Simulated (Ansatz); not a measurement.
Input:

```yaml
crystal:
  lattice:
    - [7.181263, 0.0, 0.0]
    - [-3.590632, 6.219156, 0.0]
    - [0.0, 0.0, 7.484237]
  atoms:
    - { symbol: Be, position: [0.1111111, 0.2222222, 0.125] }
    - { symbol: Be, position: [0.2222222, 0.1111111, 0.375] }
    - { symbol: Be, position: [0.1111111, 0.2222222, 0.625] }
    - { symbol: Be, position: [0.2222222, 0.1111111, 0.875] }
    - { symbol: Be, position: [0.1111111, 0.5555556, 0.125] }
    - { symbol: Be, position: [0.2222222, 0.4444444, 0.375] }
    - { symbol: Be, position: [0.1111111, 0.5555556, 0.625] }
    - { symbol: Be, position: [0.2222222, 0.4444444, 0.875] }
    - { symbol: Be, position: [0.1111111, 0.8888889, 0.125] }
    - { symbol: Be, position: [0.2222222, 0.7777778, 0.375] }
    - { symbol: Be, position: [0.1111111, 0.8888889, 0.625] }
    - { symbol: Be, position: [0.2222222, 0.7777778, 0.875] }
    - { symbol: Be, position: [0.4444444, 0.2222222, 0.125] }
    - { symbol: Be, position: [0.5555556, 0.1111111, 0.375] }
    - { symbol: Be, position: [0.4444444, 0.2222222, 0.625] }
    - { symbol: Be, position: [0.5555556, 0.1111111, 0.875] }
    - { symbol: Be, position: [0.4444444, 0.5555556, 0.125] }
    - { symbol: Be, position: [0.5555556, 0.4444444, 0.375] }
    - { symbol: Be, position: [0.4444444, 0.5555556, 0.625] }
    - { symbol: Be, position: [0.5555556, 0.4444444, 0.875] }
    - { symbol: Be, position: [0.4444444, 0.8888889, 0.125] }
    - { symbol: Be, position: [0.5555556, 0.7777778, 0.375] }
    - { symbol: Be, position: [0.4444444, 0.8888889, 0.625] }
    - { symbol: Be, position: [0.5555556, 0.7777778, 0.875] }
    - { symbol: Be, position: [0.7777778, 0.2222222, 0.125] }
    - { symbol: Be, position: [0.8888889, 0.1111111, 0.375] }
    - { symbol: Be, position: [0.7777778, 0.2222222, 0.625] }
    - { symbol: Be, position: [0.8888889, 0.1111111, 0.875] }
    - { symbol: Be, position: [0.7777778, 0.5555556, 0.125] }
    - { symbol: Be, position: [0.8888889, 0.4444444, 0.375] }
    - { symbol: Be, position: [0.7777778, 0.5555556, 0.625] }
    - { symbol: Be, position: [0.8888889, 0.4444444, 0.875] }
    - { symbol: Be, position: [0.7777778, 0.8888889, 0.125] }
    - { symbol: Be, position: [0.8888889, 0.7777778, 0.375] }
    - { symbol: Be, position: [0.7777778, 0.8888889, 0.625] }
    - { symbol: Be, position: [0.8888889, 0.7777778, 0.875] }
basis:
  ecutwfc: 420.0
kpoints:
  mp_grid: { grid: [2, 2, 2] }
hamiltonian:
  xc: pbesol
scf:
  occupations: { method: fermi_dirac, width: 0.3 }
  lower_state_search: "off"
md:
  timestep: 0.75
  n_steps: 80
  ensemble: nvt_langevin
  temperature: 3500.0
  initial_velocities: maxwell_boltzmann
  seed: 603571
  friction: 0.02
```

Run as:

```bash
$ ansatz run input.yaml --threads 1 --pin off --max-ram 3072MiB --backend cpu --events-out ev --progress --plain --runs-dir out
```

Hardware: 1 thread of Arm Neoverse V1, on a shared host.

Task: Roughly how long does this run take, and how much memory?

Result: 12 min, with a peak of 0.74 GiB, for 81 ionic steps.
